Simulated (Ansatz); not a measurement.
# K2BAs2: the cost of one run

Method: DFT, r2SCAN, no spin polarisation, plane waves, PAW, in Ansatz 0.2.0.

### Step 1. Geometry

It takes space group Ibam (No. 72, orthorhombic). Conventional cell: a = 6.873 Å, b = 12.999 Å, c = 6.404 Å, α = 90.00°, β = 90.00°, γ = 90.00°. K (site symmetry m) has 6 As at 3.28 to 3.55 Å and 2 B at 3.38 Å as nearest neighbours. B (site symmetry 222) has 4 As at 2.40 Å and 2 B at 3.20 Å and 4 K at 3.38 Å as nearest neighbours. Around As (site symmetry m) lie 2 B at 2.40 Å and 6 K at 3.28 to 3.55 Å.

Its coordinates follow in the input file.

The first density is read from a saved solution for the starting cell.

### Step 2. The relaxation

Contents of input.yaml:

```yaml
crystal:
  lattice:
    - [0.0, 0.0, 6.403876]
    - [6.499719, -3.436655, 3.201938]
    - [6.499719, 3.436655, -3.201938]
  atoms:
    - { symbol: K, position: [0.337, 0.0186, 0.6926] }
    - { symbol: K, position: [0.663, 0.9814, 0.3074] }
    - { symbol: K, position: [0.163, 0.6926, 0.0186] }
    - { symbol: K, position: [0.837, 0.3074, 0.9814] }
    - { symbol: B, position: [0.25, 0.5, 0.5] }
    - { symbol: B, position: [0.75, 0.5, 0.5] }
    - { symbol: As, position: [0.3269, 0.7761, 0.4299] }
    - { symbol: As, position: [0.6731, 0.2239, 0.5701] }
    - { symbol: As, position: [0.1731, 0.4299, 0.7761] }
    - { symbol: As, position: [0.8269, 0.5701, 0.2239] }
  symmetry: { tolerance: 0.0003 }
kpoints:
  mp_grid: { grid: [4, 4, 4], shift: [0, 0, 0] }
magnetization:
  spin_polarized: false
scf:
  occupations: { method: fermi_dirac }
  lower_state_search: "off"
hamiltonian:
  pseudopotentials: { kind: paw }
  xc: r2scan
basis:
  ecutwfc: 500
  fft_grid_basis: typed
relax:
  max_steps: 40
  f_tol: 0.03
output:
  forces: true
  stress: true
  eigenvalues: true
  bader: true
  populations: true
  elf: true
  write_potential: true
  volumetric_format: npy
  dos:
    e_range: [-12, 8]
    de: 0.05
    projected: { site_lists: { As: [As], B: [B], K: [K] } }
  write_density: true
checkpoint:
  read: saved_state
```

On the command line:

```
$ ansatz run input.yaml --threads 2 --pin off --max-ram 2560MiB --backend cpu --events-out ev --progress --plain --runs-dir out
```

Q: Estimate wall time and peak memory on 2 threads of Arm Neoverse N1, shared host.

About 5.6 min, with a peak of 1.5 GiB.
